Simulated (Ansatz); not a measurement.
**FH4PSeSi: rigid scan of one bond length in Python**

How does the energy of FH4PSeSi change as one bond is stretched? The task is a rigid scan of one bond length, for FH4PSeSi. SMILES: F[SiH](P)[SeH].

Computed with Ansatz 0.2.0 through its Python package. Level of theory: r2SCAN0/def2-SVP.

## (1) The system

Bond lengths: F1–Si2 1.686 Å, Si2–P3 2.208 Å, Si2–Se4 2.281 Å, Si2–H5 1.470 Å, P3–H6 1.453 Å, P3–H7 1.453 Å, Se4–H8 1.536 Å. Angles: F1–Si2–P3 109.4°, F1–Si2–Se4 109.5°, F1–Si2–H5 109.5°, P3–Si2–Se4 109.5°, P3–Si2–H5 109.4°, Se4–Si2–H5 109.5°, Si2–P3–H6 93.8°, Si2–P3–H7 93.7°, H6–P3–H7 94.5°, Si2–Se4–H8 90.5°.

The script holds or builds the structure itself.

## (2) The code

File scan.py:

```python
"""Potential curve of FH4PSeSi along one bond."""

import warnings

import ansatz as az
from ase import Atoms
import matplotlib.pyplot as plt
import numpy as np


def main() -> None:
    warnings.simplefilter("ignore", az.DeckWarning)

    atoms = Atoms(["F", "Si", "P", "Se", "H", "H", "H", "H"], positions=[
        (2.0863, 0.0836, -1.1779),
        (0.8937, 0.06, 0.0138),
        (-0.5195, -1.5868, -0.393),
        (-0.2279, 2.0457, 0.0057),
        (1.5178, -0.1445, 1.3293),
        (-1.4952, -1.1177, 0.5756),
        (-1.1385, -0.9049, -1.5164),
        (-1.1167, 1.5647, 1.1629),
    ])
    fh4psesi = az.Crystal.molecule_from_ase(atoms)

    symbols = [site.symbol for site in fh4psesi.cartesian_sites]
    start = np.array([site.position_ang for site in fh4psesi.cartesian_sites])
    axis = (start[2] - start[1]) / np.linalg.norm(start[2] - start[1])
    moving = [2, 5, 6]
    lengths, energies = [1.88, 2.03, 2.21, 2.43, 2.76, 3.31, 3.97, 4.86], []
    for length in lengths:
        xyz = start.copy()
        xyz[moving] += (length - np.linalg.norm(start[2] - start[1])) * axis
        point = az.Crystal.molecule()
        for symbol, place in zip(symbols, xyz):
            point = point.atom(symbol, place.tolist())
        calc = point.calculation()
        calc = calc.basis(gaussian="def2-SVP")
        calc = calc.functional("r2scan0").spin("collinear")
        summary = calc.run(threads=1, backend="cpu").report
        energies.append(summary["free_energy_ev"])
        print(f"r = {length:6.3f} A  E = {energies[-1]:.5f} eV  <S^2> = {abs(summary['mean_field']['state']['spin_squared']):.3f}")

    print("energy above the lowest point (eV):", [round(e - min(energies), 3) for e in energies])
    plt.figure(figsize=(4.5, 3))
    plt.plot(lengths, np.array(energies) - min(energies), "o-")
    plt.xlabel("bond length (A)")
    plt.ylabel("E - E(min) (eV)")
    plt.tight_layout()
    plt.savefig("scan.png", dpi=100)


if __name__ == "__main__":
    main()
```

## (3) The input behind the calls

The package turns the script's settings into the engine's input (first run):

```yaml
crystal:
  periodic: [false, false, false]
  atoms:
    - { symbol: F, position_ang: [2.0863, 0.0836, -1.1779] }
    - { symbol: Si, position_ang: [0.8937, 0.06, 0.0138] }
    - { symbol: P, position_ang: [-0.30965367958533296, -1.3422663738615386, -0.33259419534058415] }
    - { symbol: Se, position_ang: [-0.2279, 2.0457, 0.0057] }
    - { symbol: H, position_ang: [1.5178, -0.1445, 1.3293] }
    - { symbol: H, position_ang: [-1.285353679585333, -0.8731663738615385, 0.6360058046594159] }
    - { symbol: H, position_ang: [-0.9286536795853331, -0.6603663738615386, -1.4559941953405842] }
    - { symbol: H, position_ang: [-1.1167, 1.5647, 1.1629] }
basis:
  gaussian:
    orbitals: def2-SVP
hamiltonian:
  xc: r2scan0
magnetization:
  spin_polarized: true
```

## (4) Running it

Run with:

```
$ python scan.py
```

Q: Predict the main results. Wanted: range of energy; lowest point, distance.

**Answer**, as computed:

```
                  quantity     value
             runs compared         8
           range of energy  2.899 eV
lowest point, distance (Å)      2.21
```

The lowest point, at 2.21, lies inside the range. The ends stand 1.48 and 2.9 eV above it. The distance scanned is the script's pair 1, 2. <S²> moves from 0.00 to 1.00: along the scan the mean field breaks spin symmetry. Caveats:
- The rest of the molecule is held rigid at a force-field or estimated start geometry, and the basis set is modest; single-reference methods fail as a bond breaks.
